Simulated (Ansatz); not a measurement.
**C10H18: one species, many methods**

An exercise on one series of results from a longer session: the logs are not shown, and one member is left open.

Program: Ansatz 0.2.0, Gaussian basis. Level of theory: functionals in def2-TZVPP, the program's frozen cores in correlated methods. These are calculated values, not measurements.

Levels to be run: LDA (SPW92), PBE-D4, revPBE-D4, BLYP-D4, r2SCAN-D4, B97M-V, PBE0-D4, B3LYP-D4, r2SCANh-D4, r2SCAN0-D4, HSE06-D4, BHLYP-D4, CAM-B3LYP-D4, LC-ωPBE, ωB97X-V, ωB97M-V, B2PLYP, PBE-QIDH; CCSD(T)/def2-SVP; CCSD(T)/def2-TZVPP; MP2/def2-QZVPP; extrapolation to the limit; RPA on PBE.

### The geometry

All runs share one geometry, relaxed beforehand with PBE0-D4 in a triple-zeta def2 set.

SMILES `C1CCC2(CC1)CCCC2`, 28 atoms, charge 0, spin multiplicity 1.

Atoms are counted from 1 here; the program's logs count them from 0.

Bond lengths: C1–C2 1.522 Å, C1–C6 1.522 Å, C1–H11 1.094 Å, C1–H12 1.098 Å, C2–C3 1.523 Å, C2–H13 1.094 Å, C2–H14 1.096 Å, C3–C4 1.534 Å, C3–H15 1.095 Å, C3–H16 1.098 Å, C4–C5 1.526 Å, C4–C7 1.531 Å, C4–C10 1.536 Å, C5–C6 1.522 Å, C5–H17 1.096 Å, C5–H18 1.098 Å, C6–H19 1.097 Å, C6–H20 1.094 Å and more. Angles: C2–C1–C6 111.1°, C2–C1–H11 110.5°, C2–C1–H12 109.1°, C6–C1–H11 110.5°, C6–C1–H12 109.0°, H11–C1–H12 106.6°, C1–C2–C3 111.4°, C1–C2–H13 110.4°, C1–C2–H14 109.3°, C3–C2–H13 109.8°, C3–C2–H14 109.9°, H13–C2–H14 106.1°, C2–C3–C4 113.2°, C2–C3–H15 110.1°, C2–C3–H16 108.8°, C4–C3–H15 110.3°, C4–C3–H16 108.0°, H15–C3–H16 106.2° and more.

As a file:

| atom | x (Å) | y (Å) | z (Å) |
| --- | --- | --- | --- |
| C1 | -1.2835 | -1.5669 | -1.7134 |
| C2 | -0.4448 | -2.0100 | -0.5236 |
| C3 | -0.5057 | -0.9926 | 0.6075 |
| C4 | -0.1101 | 0.4235 | 0.1684 |
| C5 | -0.9538 | 0.8270 | -1.0368 |
| C6 | -0.8796 | -0.1757 | -2.1797 |
| C7 | -0.2704 | 1.4062 | 1.3316 |
| C8 | 0.9523 | 1.1885 | 2.2278 |
| C9 | 2.0454 | 0.6198 | 1.2970 |
| C10 | 1.4002 | 0.5259 | -0.0904 |
| H11 | -1.1951 | -2.2868 | -2.5327 |
| H12 | -2.3416 | -1.5533 | -1.4215 |
| H13 | -0.7825 | -2.9860 | -0.1618 |
| H14 | 0.5942 | -2.1478 | -0.8449 |
| H15 | 0.1226 | -1.3202 | 1.4417 |
| H16 | -1.5326 | -0.9539 | 0.9932 |
| H17 | -0.6418 | 1.8206 | -1.3779 |
| H18 | -1.9997 | 0.9225 | -0.7163 |
| H19 | 0.1427 | -0.2071 | -2.5752 |
| H20 | -1.5197 | 0.1494 | -3.0054 |
| H21 | -0.2653 | 2.4257 | 0.9292 |
| H22 | -1.2191 | 1.2742 | 1.8593 |
| H23 | 0.7239 | 0.4814 | 3.0286 |
| H24 | 1.2652 | 2.1143 | 2.7146 |
| H25 | 2.9402 | 1.2452 | 1.2805 |
| H26 | 2.3669 | -0.3664 | 1.6405 |
| H27 | 1.5922 | 1.4429 | -0.6587 |
| H28 | 1.7996 | -0.3003 | -0.6818 |

Set-up of the first run:

The input, in.yaml:

```yaml
crystal:
  periodic: [false, false, false]
  atoms:
    - {symbol: C, position_ang: [-1.283464, -1.566931, -1.713377]}
    - {symbol: C, position_ang: [-0.444811, -2.010038, -0.523624]}
    - {symbol: C, position_ang: [-0.505746, -0.992604, 0.607450]}
    - {symbol: C, position_ang: [-0.110141, 0.423453, 0.168429]}
    - {symbol: C, position_ang: [-0.953806, 0.827010, -1.036781]}
    - {symbol: C, position_ang: [-0.879556, -0.175712, -2.179651]}
    - {symbol: C, position_ang: [-0.270445, 1.406196, 1.331572]}
    - {symbol: C, position_ang: [0.952292, 1.188514, 2.227816]}
    - {symbol: C, position_ang: [2.045365, 0.619796, 1.297037]}
    - {symbol: C, position_ang: [1.400191, 0.525895, -0.090396]}
    - {symbol: H, position_ang: [-1.195098, -2.286752, -2.532700]}
    - {symbol: H, position_ang: [-2.341572, -1.553291, -1.421533]}
    - {symbol: H, position_ang: [-0.782529, -2.986014, -0.161818]}
    - {symbol: H, position_ang: [0.594243, -2.147794, -0.844914]}
    - {symbol: H, position_ang: [0.122641, -1.320169, 1.441684]}
    - {symbol: H, position_ang: [-1.532639, -0.953894, 0.993171]}
    - {symbol: H, position_ang: [-0.641847, 1.820620, -1.377861]}
    - {symbol: H, position_ang: [-1.999740, 0.922514, -0.716285]}
    - {symbol: H, position_ang: [0.142681, -0.207116, -2.575175]}
    - {symbol: H, position_ang: [-1.519680, 0.149421, -3.005429]}
    - {symbol: H, position_ang: [-0.265251, 2.425668, 0.929224]}
    - {symbol: H, position_ang: [-1.219130, 1.274213, 1.859294]}
    - {symbol: H, position_ang: [0.723900, 0.481404, 3.028641]}
    - {symbol: H, position_ang: [1.265224, 2.114259, 2.714624]}
    - {symbol: H, position_ang: [2.940213, 1.245182, 1.280522]}
    - {symbol: H, position_ang: [2.366937, -0.366402, 1.640525]}
    - {symbol: H, position_ang: [1.592175, 1.442889, -0.658694]}
    - {symbol: H, position_ang: [1.799582, -0.300313, -0.681754]}
basis:
  gaussian: {orbitals: def2-TZVPP}
hamiltonian: {xc: lda}
output: {orbitals: {seedname: orbitals}}
```

Command:

```sh
ansatz run in.yaml --threads 4 --pin off --events-out ev --progress --plain --max-ram 66560MiB --backend cuda --devices 0, --max-vram 37GiB
```

Among the steps run: LDA; PBE-D4 (GGA); revPBE-D4 (GGA); BLYP-D4 (GGA); r2SCAN-D4 (meta-GGA); B97M-V (meta-GGA); B3LYP-D4 (hybrid); r2SCANh-D4 (hybrid); r2SCAN0-D4 (hybrid); HSE06-D4 (hybrid); BHLYP-D4 (hybrid); CAM-B3LYP-D4 (range-separated); LC-ωPBE (range-separated); ωB97X-V (range-separated); ωB97M-V (range-separated); B2PLYP (double hybrid); PBE-QIDH (double hybrid).

One table of the session follows, with a row left open; its other results are not shown here.

It belongs to the step «Frontier levels by functional». 

| functional | HOMO (eV) | LUMO (eV) | gap (eV) |
| --- | --- | --- | --- |
| LDA (SPW92) | -6.85 | 0.00 | 6.85 |
| PBE-D4 | -6.78 | 0.20 | 6.97 |
| revPBE-D4 | -6.73 | 0.30 | 7.03 |
| BLYP-D4 | -6.70 | 0.21 | 6.92 |
| r2SCAN-D4 | -7.02 | 0.83 | 7.85 |
| B97M-V | -7.19 | 0.28 | 7.47 |
| PBE0-D4 | -8.07 | 1.00 | 9.06 |
| B3LYP-D4 | -7.90 | 0.68 | 8.58 |
| r2SCANh-D4 | -7.50 | 1.07 | 8.57 |
| r2SCAN0-D4 | -8.23 | 1.41 | 9.64 |
| HSE06-D4 | ? | ? | ? |
| BHLYP-D4 | -9.34 | 1.62 | 10.96 |
| CAM-B3LYP-D4 | -9.47 | 1.78 | 11.25 |
| LC-ωPBE | -10.75 | 3.06 | 13.82 |
| ωB97X-V | -10.45 | 2.82 | 13.27 |
| ωB97M-V | -10.34 | 2.42 | 12.75 |

Q: Estimate the row for HSE06-D4 from the others.

The run gave: HOMO (eV): -7.67; LUMO (eV): 0.63; gap (eV): 8.29. In the column «HOMO (eV)» it lies between B3LYP-D4 (-7.90) and r2SCANh-D4 (-7.50).
